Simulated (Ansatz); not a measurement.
Working through a scan of one input key of Cu, space group Cmcm

Computed with the Python package of Ansatz (0.2.0).

Notebook, run cell by cell (the value of a cell's last expression is shown):

In [1]:
```python
import ansatz as az
from pymatgen.core import Lattice, Structure
from pymatgen.io.ase import AseAtomsAdaptor
from tabulate import tabulate
```

In [2]:
```python
pmg_structure = Structure(
    Lattice([[1.218464, -3.976378, 0.0], [1.218464, 3.976378, 0.0], [0.0, 0.0, 2.475496]]),
    ["Cu", "Cu"],
    [
        [0.133867, 0.866133, 0.25],
        [0.866133, 0.133867, 0.75],
    ],
)
crystal = az.Crystal.from_ase(AseAtomsAdaptor.get_atoms(pmg_structure))

job = (
    crystal.calculation()
    .kpoints(13, 13, 12, center="gamma")
    .occupations("cold", width=0.1)
    .functional("r2scan")
    .band_table()
)
typed = job.input()
rows = []
for value in [0.0001, 1e-06, 1e-08]:
    edited = typed.set(az.key.scf.convergence.dr2_threshold, value)
    data = az.Session.from_dict(edited).plan().execute().report
    rows.append((value, data["free_energy_ev"], data["n_iterations"], len(data["eigenvalues_ev"][0]) if "eigenvalues_ev" in data else 0))
print(tabulate(rows, headers=["threshold eV", "F eV", "iterations", "bands listed"], floatfmt=".4f", tablefmt="plain"))
```
```text
DeckWarning: basis.ecutwfc = 500 eV, auto-derived from the records' recommended cutoffs: set by Cu (their level for a meta-GGA)
  threshold eV         F eV    iterations    bands listed
        0.0001  -13262.1661             5              23
        0.0000  -13262.1661             7              23
        0.0000  -13262.1661             8              23
```

Notes:
- Total energies depend on the potentials; only differences at equal settings carry meaning. A total without «per atom» is that of the whole cell that was run.
- For a metal this k-point mesh is coarse: on a finer one energies can move by several to tens of meV an atom and pressures by half a GPa or more, differences at one mesh by less.
- This isn't the structure that Cu takes at ambient conditions.
- Warnings are shown shortened and without file and line.
- It ran for 61 s on 1 thread of Arm Neoverse V2, on a shared host, peak memory 0.64 GiB.
